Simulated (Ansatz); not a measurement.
# U-wB97M-V/STO-3G run of BSiH4 (SMILES [BH][SiH3])

What is the electronic atomisation energy of BSiH4 at U-wB97M-V/STO-3G? 

The results are computed with Ansatz 0.2.0.

54 further runs of the same task are left out: 1 that didn't finish, 53 set aside as unsound or not needed.

## Step 1: The system as given

The species is BSiH4 (6 atoms), meant as a doublet with charge 0. As SMILES, `[BH][SiH3]`. Geometry: relaxed at GFN2-xTB.

Bond lengths: B1–Si2 1.908 Å, B1–H3 1.158 Å, Si2–H4 1.483 Å, Si2–H5 1.476 Å, Si2–H6 1.476 Å. Angles: B1–Si2–H4 119.8°, B1–Si2–H5 111.1°, B1–Si2–H6 111.7°, Si2–B1–H3 148.3°, H4–Si2–H5 103.5°, H4–Si2–H6 103.4°, H5–Si2–H6 106.3°.

## Step 2: A single-point energy at U-wB97M-V/STO-3G

Input file input.yaml:

```yaml
crystal:
  periodic: [false, false, false]
  atoms:
    - symbol: B
      position_ang: [0.938510, -0.830080, 0.651420]
    - symbol: Si
      position_ang: [-0.268720, 0.378400, -0.198310]
    - symbol: H
      position_ang: [1.206890, -1.921260, 0.929580]
    - symbol: H
      position_ang: [-1.511470, -0.138420, -0.820190]
    - symbol: H
      position_ang: [0.392690, 1.102720, -1.300860]
    - symbol: H
      position_ang: [-0.757900, 1.408630, 0.738360]
basis:
  gaussian:
    orbitals: STO-3G
total_charge: 0
magnetization:
  spin_polarized: true
  initial_magnetization: 1
hamiltonian:
  xc: {name: wB97M-V}
accuracy: high
```

Command:

```bash
$ ansatz run input.yaml --threads 1 --pin off --max-ram 2610MiB --events-out events.jsonl --progress --plain --runs-dir runs
```

Output:

```text
Warning: RAYON_NUM_THREADS=1 ignored (pool sized by the plan → 1); use --threads N
Functional definition: wB97M-V
  name "wB97M-V"
  parameter omega = 0.3/bohr
  parameter cx = 0.15
  parameter cx01 = 1.007
  parameter cx10 = 0.259
  parameter css00 = 0.443
  parameter css04 = -1.437
  parameter css10 = -4.535
  parameter css20 = -3.390
  parameter css43 = 4.278
  parameter cos00 = 1.000
  parameter cos10 = 1.358
  parameter cos20 = 2.924
  parameter cos21 = -8.812
  parameter cos60 = -1.390
  parameter cos61 = 9.142
  parameter b = 6.0
  parameter c = 0.01
  gx(w, u) = 1 - cx + cx01*u + cx10*w
  gss(w, u) = css00 + css04*u^4 + css10*w + css20*w^2 + css43*w^4*u^3
  gos(w, u) = cos00 + cos10*w + (cos20 + cos21*u)*w^2 + (cos60 + cos61*u)*w^6
  exchange = spin_sum(e_x_unif_sr(omega)*gx(b97_w, b97_u_x)) + cx*exact_x_sr(omega) + exact_x_lr(omega)
  correlation = spin_sum(e_c_pw_mod_same_spin*gss(b97_w, b97_u_same))
      + integral(e_c_pw_mod_opposite_spin*gos(b97_w_opposite, b97_u_opposite)) + vv10(b, c)
311 factors; integrals over basis functions are off by at most 2.2e-8 eV
153 factors; integrals over basis functions are off by at most 9.4e-10 eV
mean field evaluation 1: about -8514.6695 eV, gradient 8.1e0 eV
mean field evaluation 2: about -8515.3345 eV, gradient 2.6e0 eV
mean field evaluation 4: about -8515.4105 eV, gradient 1.1e-1 eV
mean field evaluation 8: about -8515.3521 eV, gradient 2.8e-3 eV
mean field evaluation 16: about -8515.3521 eV, gradient 3.5e-5 eV
mean field -8515.35209999 eV, -312.9334177616 hartree, gradient 6.2e-8 eV, S^2 0.751804; 2 other end points of the search recorded, 0 dependent functions left out
reference -8515.35210266 eV, -312.9334178599 hartree; 12, 11 occupied and 6, 7 virtual orbitals, 311 factors
Total energy: -8515.35210266 eV, -312.9334178599 hartree
```

It took 27 s on 1 thread of Intel Xeon Platinum 8259CL at 2.50GHz (Skylake/Cascade Lake), shared host; peak memory 0.52 GiB.

## Step 3: The B atom, same level

Input file molecule.yaml:

```yaml
crystal:
  periodic: [false, false, false]
  atoms:
    - {symbol: B, position_ang: [0.000000, 0.000000, 0.000000]}
basis:
  gaussian:
    orbitals: STO-3G
magnetization:
  spin_polarized: true
  initial_magnetization: 1
hamiltonian:
  xc: {name: wB97M-V}
accuracy: high
```

Command:

```bash
$ ansatz run molecule.yaml --threads 1 --pin off --max-ram 2610MiB --events-out events.jsonl --progress --plain --runs-dir runs
```

Output (excerpt; [...] marks lines left out):

```text
Warning: RAYON_NUM_THREADS=1 ignored (pool sized by the plan → 1); use --threads N
Functional definition: wB97M-V
  name "wB97M-V"
[...]
  gx(w, u) = 1 - cx + cx01*u + cx10*w
  gss(w, u) = css00 + css04*u^4 + css10*w + css20*w^2 + css43*w^4*u^3
  gos(w, u) = cos00 + cos10*w + (cos20 + cos21*u)*w^2 + (cos60 + cos61*u)*w^6
[...]
      + integral(e_c_pw_mod_opposite_spin*gos(b97_w_opposite, b97_u_opposite)) + vv10(b, c)
15 factors; integrals over basis functions are off by at most 8.9e-10 eV
15 factors; integrals over basis functions are off by at most 3.7e-10 eV
[...]
mean field -660.53851330 eV, -24.2743426345 hartree, gradient 0.0e0 eV, S^2 0.750000; 0 other end points of the search recorded, 0 dependent functions left out
reference -660.53851481 eV, -24.2743426903 hartree; 3, 2 occupied and 2, 3 virtual orbitals, 15 factors
Total energy: -660.53851481 eV, -24.2743426903 hartree
```

Run time: 1.8 s. Hardware: 1 thread of Intel Xeon Platinum 8259CL at 2.50GHz (Skylake/Cascade Lake), shared host; peak memory 0.17 GiB.

## Step 4: The H atom

Input file in.yaml:

```yaml
crystal:
  periodic: [false, false, false]
  atoms:
    - {symbol: H, position_ang: [0.000000, 0.000000, 0.000000]}
basis:
  gaussian:
    orbitals: STO-3G
total_charge: 0
magnetization:
  spin_polarized: true
  initial_magnetization: 1
hamiltonian:
  xc: {name: wB97M-V}
accuracy: high
```

Run the same way, it converges to -0.45654 Eh (log not shown).

## Step 5: The Si atom at the same level

Input file input.yaml:

```yaml
crystal:
  periodic: [false, false, false]
  atoms:
    - symbol: Si
      position_ang: [0.000000, 0.000000, 0.000000]
basis:
  gaussian:
    orbitals: STO-3G
hamiltonian:
  xc: {name: wB97M-V}
accuracy: high
magnetization:
  spin_polarized: true
  initial_magnetization: 2
```

Run the same way, it converges to -285.96702 Eh (log not shown).

## Step 6: Outcome

Level: U-wB97M-V/STO-3G.

| quantity | value |
| --- | --- |
| molecule: total energy | -312.93342 Eh |
| molecule: ⟨S²⟩ | 0.752 |
| B atom: total energy | -24.27434 Eh |
| B atom: ⟨S²⟩ | 0.750 |
| H atom: total energy | -0.45654 Eh |
| H atom: ⟨S²⟩ | 0.750 |
| Si atom: total energy | -285.96702 Eh |
| Si atom: ⟨S²⟩ | 2.000 |
| electronic atomisation energy | 23.562 eV |

**Reading.** Taking the molecule apart into free atoms costs 23.56 eV (543 kcal/mol), before zero-point energy and without spin-orbit coupling. In a minimal basis such a difference can be off by several eV, whatever the method.
